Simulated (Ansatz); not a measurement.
# ZnNH4+ (SMILES [NH3+][ZnH]): functionals against CCSD(T) at one geometry

The task here is to estimate one member of a computed series from the others.

The runs use Ansatz 0.2.0, Gaussian basis; single points in def2-TZVPP.

Correlated methods freeze the cores. The 3s and 3p shells of Cu and Zn are frozen; filled d shells are correlated.

## The system as given

SMILES `[NH3+][ZnH]`, 6 atoms, charge 1, spin multiplicity 1.

Atoms are counted from 1 here; the program's logs count them from 0.

Bond lengths: N1–Zn2 2.199 Å, N1–H3 0.868 Å, N1–H4 1.086 Å, N1–H5 0.853 Å, Zn2–H6 1.566 Å. Angles: Zn2–N1–H3 102.2°, Zn2–N1–H4 91.9°, Zn2–N1–H5 116.5°, H3–N1–H4 103.7°, H3–N1–H5 127.9°, H4–N1–H5 108.2°, N1–Zn2–H6 170.3°.

Coordinates:

```
N     0.0393   -0.6720   -0.6014
Zn   -0.0487    1.1257    0.6614
H     0.7183   -1.0975   -0.2688
H    -0.8138   -1.1135   -0.0951
H    -0.1630   -0.5696   -1.4238
H     0.1531    2.4047    1.5430
```

The first run:

Input file run/in.yaml:

```yaml
crystal:
  periodic: [false, false, false]
  atoms:
    - {symbol: N, position_ang: [0.039300, -0.672000, -0.601400]}
    - {symbol: Zn, position_ang: [-0.048700, 1.125700, 0.661400]}
    - {symbol: H, position_ang: [0.718300, -1.097500, -0.268800]}
    - {symbol: H, position_ang: [-0.813800, -1.113500, -0.095100]}
    - {symbol: H, position_ang: [-0.163000, -0.569600, -1.423800]}
    - {symbol: H, position_ang: [0.153100, 2.404700, 1.543000]}
basis:
  gaussian: {orbitals: def2-TZVPP}
total_charge: 1
correlation: {method: ccsd_t, frozen_orbitals: {H: 0, "N": 1, Zn: 9}}
output: {forces: true}
```

The command line of these runs was not kept.

Steps of the session up to this table: CCSD(T)/def2-TZVPP; PBE0-D4/def2-TZVPP; wB97M-V/def2-TZVPP; r2SCAN-D4/def2-TZVPP; PBE-D4/def2-TZVPP; revPBE-D4/def2-TZVPP; B97M-V/def2-TZVPP.

One of the session's tables, all rows but one given; the rest of the session is left out.

| method | RMS force component (eV/Å) | angle to CCSD(T) forces (°) |
| --- | --- | --- |
| CCSD(T) | 5.199 | reference |
| PBE0-D4 | 5.187 | 0.7 |
| wB97M-V | 5.165 | 0.4 |
| r2SCAN-D4 | ? | ? |
| PBE-D4 | 5.203 | 1.8 |
| revPBE-D4 | 5.193 | 1.9 |
| B97M-V | 5.083 | 1.2 |

Q: Estimate the row for r2SCAN-D4 from the others.

**Answer.** RMS force component (eV/Å): 5.152; angle to CCSD(T) forces (°): 0.6. In the column «RMS force component (eV/Å)» it lies between B97M-V (5.083) and wB97M-V (5.165).
